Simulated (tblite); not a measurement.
# SnN2H4 (Sn(NH2)2) at GFN1-xTB

What is the electronic atomisation energy of SnN2H4 (Sn(NH2)2) at GFN1-xTB? 

The calculation is run with tblite 0.8.0.

16 further runs of the same task are left out: 16 set aside as unsound or not needed.

## Step 1: The molecule

SnN2H4 has 7 atoms, charge 0, and is taken as a singlet. As SMILES, `[NH2][Sn][NH2]`. The shape was relaxed beforehand at GFN1-xTB. This is one conformer, not always the lowest.

Bond lengths: Sn1–N2 2.067 Å, Sn1–N5 2.067 Å, N2–H3 1.002 Å, N2–H4 1.003 Å, N5–H6 1.002 Å, N5–H7 1.003 Å. Angles: N2–Sn1–N5 90.8°, Sn1–N2–H3 123.3°, Sn1–N2–H4 127.2°, Sn1–N5–H6 123.3°, Sn1–N5–H7 127.2°, H3–N2–H4 109.5°, H6–N5–H7 109.5°.

## Step 2: The harmonic vibrations at GFN1-xTB

The input, molecule.xyz:

```xyz
7
Sn(NH2)2
Sn     0.006405     0.664228    -1.309004
N      1.471545    -0.023330    -0.023442
H      2.452296     0.053023    -0.215268
H      1.338412    -0.471441     0.863587
N     -1.471317     0.038432    -0.006501
H     -2.450074     0.154587    -0.188266
H     -1.347267    -0.415499     0.878884
```

The input, run.py:

```python
import json
import numpy as np
from tblite.interface import Calculator
from tblite.interface import symbols_to_numbers
from ase.data import atomic_masses

symbols = list(map(str, np.loadtxt("molecule.xyz", skiprows=2, usecols=0, dtype=str, ndmin=1)))
numbers = np.array(symbols_to_numbers(symbols))
positions = np.loadtxt("molecule.xyz", skiprows=2, usecols=(1, 2, 3), ndmin=2) / 0.529177210903

calc = Calculator("GFN1-xTB", numbers, positions, charge=0, uhf=0)
calc.set("verbosity", 0)
calc.set("accuracy", 0.01)
res = calc.singlepoint()
h = 0.005  # bohr
n = positions.size
H, D = np.zeros((n, n)), np.zeros((n, 3))
for a in range(n):
    g, d = [], []
    for sign in (1, -1):
        x = positions.ravel().copy()
        x[a] += sign * h
        calc.update(x.reshape(-1, 3))
        y = calc.singlepoint()
        g.append(y.get('gradient').ravel())
        d.append(y.get('dipole'))
    H[a], D[a] = (g[0] - g[1]) / (2 * h), (d[0] - d[1]) / (2 * h)
mass = np.repeat(atomic_masses[numbers], 3)
H = (H + H.T) / 2 / np.sqrt(np.outer(mass, mass))
# project out translations and rotations
com = positions - atomic_masses[numbers] @ positions / atomic_masses[numbers].sum()
T = [np.tile(v, len(numbers)) for v in np.eye(3)] + [np.cross(com, v).ravel() for v in np.eye(3)]
U, sv, _ = np.linalg.svd((np.array(T) * np.sqrt(mass)).T)
Q = U[:, (sv > 1e-3 * sv.max()).sum():]
w, V = np.linalg.eigh(Q.T @ H @ Q)
freq = np.sign(w) * np.sqrt(np.abs(w)) * 5140.487
inten = (((Q @ V).T / np.sqrt(mass)) @ D) ** 2
inten = inten.sum(axis=1) * 974.88
print(f"E = {res.get('energy'):.8f} Eh, max gradient {np.abs(res.get('gradient')).max():.2e} Eh/bohr")
print("mode   frequency/cm^-1   IR/(km/mol)")
for i, (v, s) in enumerate(zip(freq, inten), 1):
    print(f"{i:4d} {v:14.2f} {s:14.3f}")
zpe = freq[freq > 0].sum() / 2 / 219474.63
print(f"imaginary modes: {(freq < -10).sum()}, zero-point energy {zpe:.6f} Eh = {zpe * 27.211386:.4f} eV")
out = {k: np.asarray(res.get(k)).tolist() for k in ("energy", "gradient", "charges", "dipole", "orbital-energies", "orbital-occupations")}
out.update(symbols=symbols, positions=(positions * 0.529177210903).tolist(), frequencies=freq.tolist(), intensities=inten.tolist(), zpe=zpe)
json.dump(out, open("results.json", "w"))
```

Command:

```console
$ python run.py
```

The log of the run:

```text
E = -11.07456390 Eh, max gradient 2.47e-05 Eh/bohr
mode   frequency/cm^-1   IR/(km/mol)
   1         157.18          0.439
   2         290.18          0.000
   3         348.57         19.442
   4         462.44          0.055
   5         468.96        658.519
   6         497.35        143.013
   7         521.59          0.983
   8         536.43         91.304
   9         574.58        299.629
  10        1514.34         53.894
  11        1520.70         34.777
  12        3526.91          0.011
  13        3527.02          0.127
  14        3589.93          0.945
  15        3590.19          0.944
imaginary modes: 0, zero-point energy 0.048129 Eh = 1.3097 eV
```

It took 0.33 s on 1 thread of Intel Xeon at 2.70GHz, shared host.

## Step 3: The H atom: a single-point energy at GFN1-xTB

The input, script.py:

```python
import json
import numpy as np
from tblite.interface import Calculator

symbols = ["H"]
numbers = np.array([1])
positions = np.array([  # bohr
    [0.000000, 0.000000, 0.000000],
])

calc = Calculator("GFN1-xTB", numbers, positions, charge=0, uhf=1)
calc.set("verbosity", 0)
calc.set("accuracy", 0.1)
calc.add("spin-polarization", 1.0)
sp = calc.singlepoint()

print(f"E(total): {sp.get('energy') * 627.5095:.8f} kcal/mol")
eps = np.atleast_2d(sp.get("orbital-energies")) * 27.211386
occ = np.atleast_2d(sp.get("orbital-occupations"))
filled = occ.sum(axis=0) if eps.shape[0] == 1 else occ[0]
homo = np.nonzero(filled > 0.5)[0].max()
print(f"HOMO {eps[0, homo]:.4f} eV")
if homo + 1 < eps.shape[1]:
    print(f"LUMO {eps[0, homo + 1]:.4f} eV, gap {eps[0, homo + 1] - eps[0, homo]:.4f} eV")
mu = sp.get("dipole") * 2.541746
print(f"dipole: {np.linalg.norm(mu):.4f} D, components " + " ".join(f"{c:.4f}" for c in mu))
q = sp.get("charges")
print("Charges:", " ".join(f"{s}{i + 1}={c:+.4f}" for i, (s, c) in enumerate(zip(symbols, q))))
out = {k: np.asarray(sp.get(k)).tolist() for k in ("energy", "gradient", "charges", "dipole", "orbital-energies", "orbital-occupations")}
out.update(symbols=symbols, positions=(positions * 0.529177210903).tolist())
json.dump(out, open("results.json", "w"))
```

Command:

```console
$ python script.py
```

The log of the run:

```text
E(total): -274.37349277 kcal/mol
HOMO -12.8725 eV
LUMO -4.1209 eV, gap 8.7516 eV
dipole: 0.0000 D, components 0.0000 0.0000 0.0000
Charges: H1=+0.0000
```

It took 0.24 s on 1 thread of Intel Xeon at 2.70GHz, shared host.

## Step 4: The N atom: the energy at GFN1-xTB

The input, geom.xyz:

```xyz
1
start geometry
N      0.000000     0.000000     0.000000
```

The input, calc.py:

```python
"""GFN1-xTB single point"""
import json
import numpy as np
from tblite.interface import Calculator
from tblite.interface import symbols_to_numbers

symbols = list(map(str, np.loadtxt("geom.xyz", skiprows=2, usecols=0, dtype=str, ndmin=1)))
numbers = np.array(symbols_to_numbers(symbols))
positions = np.loadtxt("geom.xyz", skiprows=2, usecols=(1, 2, 3), ndmin=2) / 0.5291772

tb = Calculator("GFN1-xTB", numbers, positions, charge=0, uhf=3)
tb.set("accuracy", 0.1)
tb.add("spin-polarization", 1.0)
result = tb.singlepoint()

print(f"total energy: {result.get('energy'):.8f} Eh")
eps = np.atleast_2d(result.get("orbital-energies")) * 27.211386
occ = np.atleast_2d(result.get("orbital-occupations"))
filled = occ.sum(axis=0) if eps.shape[0] == 1 else occ[0]
homo = np.nonzero(filled > 0.5)[0].max()
print("  MO   occupation   energy/eV")
for i in range(max(0, homo - 4), min(eps.shape[1], homo + 5)):
    print(f"{i + 1:4d} {filled[i]:10.4f} {eps[0, i]:12.4f}")
mu = result.get("dipole") * 2.541746
print(f"Dipole moment: {np.linalg.norm(mu):.4f} D, components " + " ".join(f"{c:.4f}" for c in mu))
q = result.get("charges")
print("Charges:", " ".join(f"{s}{i + 1}={c:+.4f}" for i, (s, c) in enumerate(zip(symbols, q))))
out = {k: np.asarray(result.get(k)).tolist() for k in ("energy", "gradient", "charges", "dipole", "orbital-energies", "orbital-occupations")}
out.update(symbols=symbols, positions=(positions * 0.529177210903).tolist())
json.dump(out, open("results.json", "w"))
```

Run the same way, it converges to -3.00978 Eh (log not shown).

## Step 5: The Sn atom: the energy at GFN1-xTB

The input, run.py:

```python
import json
import numpy as np
from ase import Atoms
from ase.units import Bohr
from tblite.ase import TBLite
from ase.units import Hartree
from ase.units import Debye

system = Atoms(["Sn"], positions=Bohr * np.array([
    [0.000000, 0.000000, 0.000000],
]))
start = system.get_positions()

system.calc = TBLite(
    method="GFN1-xTB",
    multiplicity=3,
    accuracy=0.1,
    spin_polarization=1.0,
)
print(f"Potential energy: {system.get_potential_energy() / Hartree:.6f} Eh")
print(f"Dipole: {np.linalg.norm(system.get_dipole_moment()) / Debye:.4f} D")
for a, q in zip(system, system.get_charges()):
    print(f"{a.symbol}{a.index + 1} {q:+.4f}")
json.dump(dict(energy=system.get_potential_energy(), forces=system.get_forces().tolist(), dipole=system.get_dipole_moment().tolist(), charges=system.get_charges().tolist(),
               symbols=system.get_chemical_symbols(), start=start.tolist(), final=system.positions.tolist()), open("results.json", "w"))
```

Run the same way, it converges to -2.36278 Eh (log not shown).

## Step 6: Outcome

At GFN1-xTB:

| quantity | value |
| --- | --- |
| molecule: total energy | -11.07456 Eh |
| molecule: dipole moment | 2.17 D |
| molecule: HOMO energy | -9.95 eV |
| molecule: LUMO energy | -6.62 eV |
| molecule: HOMO–LUMO gap | 3.33 eV |
| molecule: largest force on an atom | 0.002 eV/Å |
| molecule: lowest harmonic wavenumber | 157 cm⁻¹ |
| molecule: highest harmonic wavenumber | 3590 cm⁻¹ |
| molecule: zero-point energy | 126.4 kJ/mol |
| H atom: total energy | -0.43724 Eh |
| H atom: dipole moment | 0.00 D |
| H atom: HOMO energy (as the program lists it) | -12.87 eV |
| H atom: largest force on an atom | 0.000 eV/Å |
| N atom: total energy | -3.00978 Eh |
| N atom: dipole moment | 0.00 D |
| N atom: HOMO energy (as the program lists it) | -14.97 eV |
| N atom: largest force on an atom | 0.000 eV/Å |
| Sn atom: total energy | -2.36278 Eh |
| Sn atom: dipole moment | 0.00 D |
| Sn atom: largest force on an atom | 0.000 eV/Å |
| electronic atomisation energy | 25.667 eV |

**Reading.** Taking the molecule apart into free atoms costs 25.67 eV (2476 kJ/mol), before zero-point energy and without spin-orbit coupling. Tight-binding and semi-empirical models aren't fitted to free atoms, so this value can be far from the true one. All 15 modes (molecule) are real, so the shape is a minimum at this level.
